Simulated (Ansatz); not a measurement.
# CH5NSi (SMILES C[Si]N): wB97X/def2-SVPD

Aim: the electronic atomisation energy of CH5NSi at wB97X/def2-SVPD, from 5 runs. 

The calculation is run with Ansatz 0.2.0.

60 further runs of the same task are left out: 60 set aside as unsound or not needed.

### Step 1. The structure to begin with

CH5NSi: 8 atoms, total charge 0, spin state singlet. As SMILES, `C[Si]N`. The shape is that of a PBE0-D4/def2-TZVP optimisation. This is one conformer, not always the lowest.

Bond lengths: C1–Si2 1.904 Å, Si2–N3 1.709 Å, C1–H4 1.094 Å, C1–H5 1.094 Å, C1–H6 1.098 Å, N3–H7 1.008 Å, N3–H8 1.010 Å. Angles: C1–Si2–N3 98.7°, Si2–C1–H4 115.0°, Si2–C1–H5 110.7°, Si2–C1–H6 107.9°, Si2–N3–H7 121.7°, Si2–N3–H8 126.1°, H4–C1–H5 108.8°, H4–C1–H6 108.0°, H5–C1–H6 106.1°, H7–N3–H8 112.1°.

### Step 2. A single-point energy at wB97X/def2-SVPD

File in.yaml:

```yaml
crystal:
  periodic: [false, false, false]
  atoms:
    - {symbol: C, position_ang: [-0.660000, 0.824700, -0.552100]}
    - {symbol: Si, position_ang: [0.963800, 0.653800, 0.427700]}
    - {symbol: N, position_ang: [0.932200, -1.034400, 0.690700]}
    - {symbol: H, position_ang: [-1.026400, -0.101800, -1.004300]}
    - {symbol: H, position_ang: [-0.562500, 1.583400, -1.334100]}
    - {symbol: H, position_ang: [-1.431400, 1.195000, 0.135900]}
    - {symbol: H, position_ang: [1.651200, -1.501900, 1.220100]}
    - {symbol: H, position_ang: [0.225200, -1.675700, 0.360300]}
basis:
  gaussian: {orbitals: def2-SVPD}
hamiltonian: {xc: {name: wB97X}}
accuracy: high
output: {orbitals: {seedname: orbitals}}
```

Started as:

```bash
$ ansatz run in.yaml --threads 1 --pin off --max-ram 3480MiB --events-out events.jsonl --progress --plain --runs-dir runs
```

What it wrote:

```text
Warning: RAYON_NUM_THREADS=1 ignored (pool sized by the plan → 1); use --threads N
Functional definition: wB97X
  name "wB97X"
  parameter omega = 0.3/bohr
  parameter cx = 0.157706
  parameter cx1 = 0.726479
  parameter cx2 = 1.04760
  parameter cx3 = -5.70635
  parameter cx4 = 13.2794
  parameter css1 = -4.33879
  parameter css2 = 18.2308
  parameter css3 = -31.7430
  parameter css4 = 17.2901
  parameter cos1 = 2.37031
  parameter cos2 = -11.3995
  parameter cos3 = 6.58405
  parameter cos4 = -3.78132
  exchange = spin_sum(e_x_unif_sr(omega)*poly(b97_u_x, 1 - cx, cx1, cx2, cx3, cx4)) + cx*exact_x_sr(omega)
      + exact_x_lr(omega)
  correlation = spin_sum(e_c_pw_same_spin*poly(b97_u_same, 1, css1, css2, css3, css4))
      + integral(e_c_pw_opposite_spin*poly(b97_u_opposite, 1, cos1, cos2, cos3, cos4))
2100 factors; integrals over basis functions are off by at most 3.5e-9 eV
437 factors; integrals over basis functions are off by at most 1.9e-9 eV
mean field evaluation 1: about -10475.8263 eV, gradient 4.9e1 eV
mean field evaluation 2: about -10476.5156 eV, gradient 4.6e1 eV
mean field evaluation 4: about -10480.9503 eV, gradient 1.7e0 eV
mean field evaluation 8: about -10480.9604 eV, gradient 6.8e-2 eV
mean field evaluation 16: about -10480.9604 eV, gradient 3.3e-5 eV
mean field -10480.96044176 eV, -385.1681919846 hartree, gradient 4.6e-8 eV, S^2 0.000000; 0 other end points of the search recorded, 0 dependent functions left out
reference -10480.96043838 eV, -385.1681918604 hartree; 16, 16 occupied and 88, 88 virtual orbitals, 2100 factors
Total energy: -10480.96043838 eV, -385.1681918604 hartree
```

Run time: 19 s. Hardware: 1 thread of AMD EPYC 7R43 (Zen 3), shared host; peak memory 0.55 GiB.

### Step 3. The C atom at the same level

File run.yaml:

```yaml
crystal:
  periodic: [false, false, false]
  atoms:
    - {symbol: C, position_ang: [0.000000, 0.000000, 0.000000]}
basis:
  gaussian: {orbitals: def2-SVPD}
magnetization: {spin_polarized: true, initial_magnetization: 2}
hamiltonian: {xc: {name: wB97X}}
accuracy: high
```

Run the same way, it converges to -37.80235 Eh (log not shown).

### Step 4. The H atom

File run.yaml:

```yaml
crystal:
  periodic: [false, false, false]
  atoms:
    - {symbol: H, position_ang: [0.000000, 0.000000, 0.000000]}
basis:
  gaussian:
    orbitals: def2-SVPD
magnetization:
  spin_polarized: true
  initial_magnetization: 1
hamiltonian:
  xc: {name: wB97X}
accuracy: high
```

Run the same way, it converges to -0.50060 Eh (log not shown).

### Step 5. The N atom

File run.yaml:

```yaml
crystal:
  periodic: [false, false, false]
  atoms:
    - symbol: N
      position_ang: [0.000000, 0.000000, 0.000000]
basis:
  gaussian: {orbitals: def2-SVPD}
magnetization: {spin_polarized: true, initial_magnetization: 3}
hamiltonian: {xc: {name: wB97X}}
accuracy: high
```

Run the same way, it converges to -54.52796 Eh (log not shown).

### Step 6. The Si atom at the same level

File input.yaml:

```yaml
crystal:
  periodic: [false, false, false]
  atoms:
    - {symbol: Si, position_ang: [0.000000, 0.000000, 0.000000]}
basis:
  gaussian: {orbitals: def2-SVPD}
accuracy: high
magnetization: {spin_polarized: true, initial_magnetization: 2}
hamiltonian: {xc: {name: wB97X}}
```

Run the same way, it converges to -289.26259 Eh (log not shown).

### Step 7. Outcome

Level: wB97X/def2-SVPD.

```
                     quantity          value
       molecule: total energy  -385.16819 Eh
        molecule: HOMO energy       -8.33 eV
        molecule: LUMO energy        1.01 eV
      molecule: HOMO–LUMO gap        9.34 eV
         C atom: total energy   -37.80235 Eh
                 C atom: ⟨S²⟩          2.006
         H atom: total energy    -0.50060 Eh
                 H atom: ⟨S²⟩          0.750
         N atom: total energy   -54.52796 Eh
                 N atom: ⟨S²⟩          3.757
        Si atom: total energy  -289.26259 Eh
                Si atom: ⟨S²⟩          2.005
electronic atomisation energy      29.178 eV
```

What this shows: Taking the molecule apart into free atoms costs 29.18 eV (2815 kJ/mol), before zero-point energy and without spin-orbit coupling.
